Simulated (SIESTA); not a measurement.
Crystal: TiO.

```
Ti O
1.0
     4.98909    0.00000    0.00000
    -2.49454    4.32068    0.00000
     0.00000    0.00000    2.87331
Ti O
3 3
Cartesian
  0.0000 0.0000 0.0000
  0.0000 2.8805 1.4367
  2.4945 1.4402 1.4367
  -0.9839 1.7043 0.0000
  1.9679 0.0000 0.0000
  1.5106 2.6164 0.0000
```

The cell comes from a database or a generator and needn't be the stable form of this composition.

* Program: SIESTA 5.4.2
* Task: single point
* Functional: PBEsol
* Potentials or basis: PseudoDojo 0.4 standard (PBEsol files)
* Basis: DZP (energy shift 0.003 Ry; two zetas on semicore shells)
* Grid cutoff: 800 Ry
* Energy shift: 0.003 Ry
* k mesh: 6 × 6 × 9
* Occupations: fermi-dirac, width 0.05 eV
* Spin: no spin polarisation

On this cell: pressure -3.4 GPa; largest force 0.038 eV/Å; band gap on the k mesh none (metal or under the smearing width).

The same run follows on a disturbed copy (atoms moved at random, drawn with an rms of 0.05 Å):

```
Ti O
1.0
     4.98909    0.00000    0.00000
    -2.49454    4.32068    0.00000
     0.00000    0.00000    2.87331
Ti O
3 3
Direct
  0.99533 0.99035 0.01730
  0.31918 0.65407 0.49283
  0.65687 0.32189 0.49514
  0.00276 0.39350 0.00351
  0.38962 0.99689 0.00590
  0.60371 0.60242 0.99614
```

Q: What changes?

A: The energy (extrapolated to zero smearing) moves by +11.3 meV/atom; pressure -2.7 GPa; largest force 0.972 eV/Å; band gap on the k mesh none (metal or under the smearing width).

Forces in eV/Å, atoms in the order of the input:
```
Ti  -0.260  0.391 -0.418
Ti   0.632  0.546  0.498
Ti   0.157  0.416  0.350
O   -0.467 -0.638 -0.228
O    0.173 -0.298 -0.276
O   -0.236 -0.420  0.078
```

Stress tensor (GPa, compression positive):
```
-2.64  1.57  0.31
 1.57 -2.35  0.45
 0.31  0.45 -3.13
```

Caveats: the basis of atomic orbitals isn't converged, which shifts pressures, moduli and gaps; semilocal functionals often make such compounds metallic where correlation or magnetic order opens a gap, which also shifts bond lengths.
